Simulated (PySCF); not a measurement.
# C5H8FNSi: circular dichroism and optical rotation

Wanted: circular dichroism and optical rotation for C5H8FNSi (`C#C[C@@H]1C[Si@H](CF)N1`).

Computed with PySCF 2.14.0 and routines of our own; the level stands in each step. Atoms count from 0.

## Step 1: The starting structure

16 atoms, charge 0, multiplicity 1; geometry from: GFN2-xTB.

## Step 2: Circular dichroism and optical rotation: TDDFT LC-wPBE/aug-cc-pVDZ

The job: settings as JSON, then the geometry in Å.

```
{"job": {"kind": "ecd", "xc": "LC-wPBE", "basis": "aug-cc-pVDZ", "nstates": 8}, "charge": 0, "multiplicity": 1}
C     -3.264955     0.191348     0.629042
C     -2.254026    -0.308781     0.227065
C     -1.010032    -0.868882    -0.255059
C      0.022542    -1.175232     0.847855
Si     1.284529    -0.147819    -0.152328
C      2.063992     1.419918     0.618903
F      2.996367     1.945381    -0.255914
N     -0.195483     0.109156    -0.979164
H     -4.159444     0.610388     0.983179
H     -1.228786    -1.753895    -0.867545
H     -0.281197    -0.774798     1.810197
H      0.224839    -2.233966     0.962121
H      2.353154    -0.913079    -0.806050
H      2.606756     1.208730     1.542471
H      1.338811     2.213429     0.810683
H     -0.504668     0.487046    -1.859386
```

Level: TDDFT LC-wPBE/aug-cc-pVDZ circular dichroism and optical rotation, one conformer, gas phase.

Run with:

```console
OMP_NUM_THREADS=1 python excited_run.py task.json out
```

This one command runs all jobs of the session in turn.

Log:

```text
coarse grid: 14168 points
cycle   1  E = -638.9539281542  dE =  1.459e+00  |g| = 6.155e-01  |ddm| = 2.207e+01
cycle   2  E = -638.9839505604  dE = -3.002e-02  |g| = 5.868e-01  |ddm| = 2.865e+00
cycle   3  E = -639.0419020158  dE = -5.795e-02  |g| = 7.014e-02  |ddm| = 1.117e+00
cycle   4  E = -639.0429517113  dE = -1.050e-03  |g| = 2.813e-02  |ddm| = 2.868e-01
cycle   5  E = -639.0431380917  dE = -1.864e-04  |g| = 7.817e-03  |ddm| = 1.211e-01
cycle   6  E = -639.0431513923  dE = -1.330e-05  |g| = 2.626e-03  |ddm| = 3.068e-02
cycle   7  E = -639.0431532522  dE = -1.860e-06  |g| = 8.513e-04  |ddm| = 1.857e-02
final grid: 133544 points
cycle   8  E = -639.0654036409  dE = -5.646e-05  |g| = 1.026e-02  |ddm| = 3.002e-01
cycle   9  E = -639.0654038615  dE = -2.206e-07  |g| = 1.111e-02  |ddm| = 5.722e-02
cycle  10  E = -639.0654228694  dE = -1.901e-05  |g| = 6.223e-04  |ddm| = 1.458e-02
cycle  11  E = -639.0654229959  dE = -1.266e-07  |g| = 2.433e-04  |ddm| = 3.203e-03
cycle  12  E = -639.0654230133  dE = -1.733e-08  |g| = 8.063e-05  |ddm| = 1.901e-03
cycle  13  E = -639.0654230151  dE = -1.878e-09  |g| = 2.763e-05  |ddm| = 3.139e-04
cycle  14  E = -639.0654230155  dE = -3.427e-10  |g| = 1.224e-05  |ddm| = 1.777e-04
converged SCF energy = -639.0654230155

Singlet excitations and rotatory strengths (1e-40 esu^2 cm^2)
state   eV       nm     f(len)   f(vel)    R(len)    R(vel)   main configurations
  1   6.0968   203.4  0.01730  0.01750   -25.299   -25.208   H->L+2 0.27, H->L+3 0.17, H->L+9 0.09
  2   6.4838   191.2  0.00252  0.00255     3.551     3.607   H-1->L+10 0.17
  3   6.7216   184.5  0.00833  0.00826    -4.857    -4.805   H->L 0.31, H->L+8 0.10
  4   6.8870   180.0  0.00165  0.00165     2.703     2.734   H-2->L+10 0.09
  5   6.9535   178.3  0.00807  0.00807    -2.301    -2.372   H-2->L+12 0.13, H-2->L+10 0.12, H-2->L+11 0.12
  6   7.3505   168.7  0.03074  0.03181    -4.656    -4.225   H->L+3 0.22, H->L+7 0.15, H->L 0.11
  7   7.5419   164.4  0.03758  0.03929    60.247    60.918   H-3->L+3 0.10, H-3->L+8 0.09
  8   7.5692   163.8  0.01378  0.01328    -8.044    -8.975   H-1->L 0.26, H->L+1 0.15

Specific rotation (deg / (dm g/mL))
    nm     length   length(OI)   velocity    alpha(len)  alpha(vel)
  633.0    -129.28    -128.41    -121.23       89.724     88.612
  589.3    -152.67    -151.66    -143.34       90.070     88.955
  546.0    -183.13    -181.94    -172.21       90.503     89.386
  436.0    -325.15    -323.18    -307.63       92.313     91.183
  405.0    -399.35    -397.02    -378.84       93.144     92.009
  365.0    -545.32    -542.35    -519.60       94.602     93.457
  355.0    -595.86    -592.68    -568.50       95.061     93.913
```

It took 2.4 min on 1 thread of Intel Xeon Platinum 8259CL at 2.50GHz, shared host; peak memory 0.99 GiB.

## Step 3: What came out

```
                                                                                      quantity                                                          value
state of largest rotatory strength (velocity form) among 8 (step 2, TDDFT LC-wPBE/aug-cc-pVDZ)  7.54 eV, R = +60.9 (velocity), +60.2 (length) ·10⁻⁴⁰ esu² cm²
                             specific rotation at 633.0 nm (step 2, TDDFT LC-wPBE/aug-cc-pVDZ)                             -121.2 (velocity), -129.3 (length)
```

What this shows: Rotations belong to one conformer.
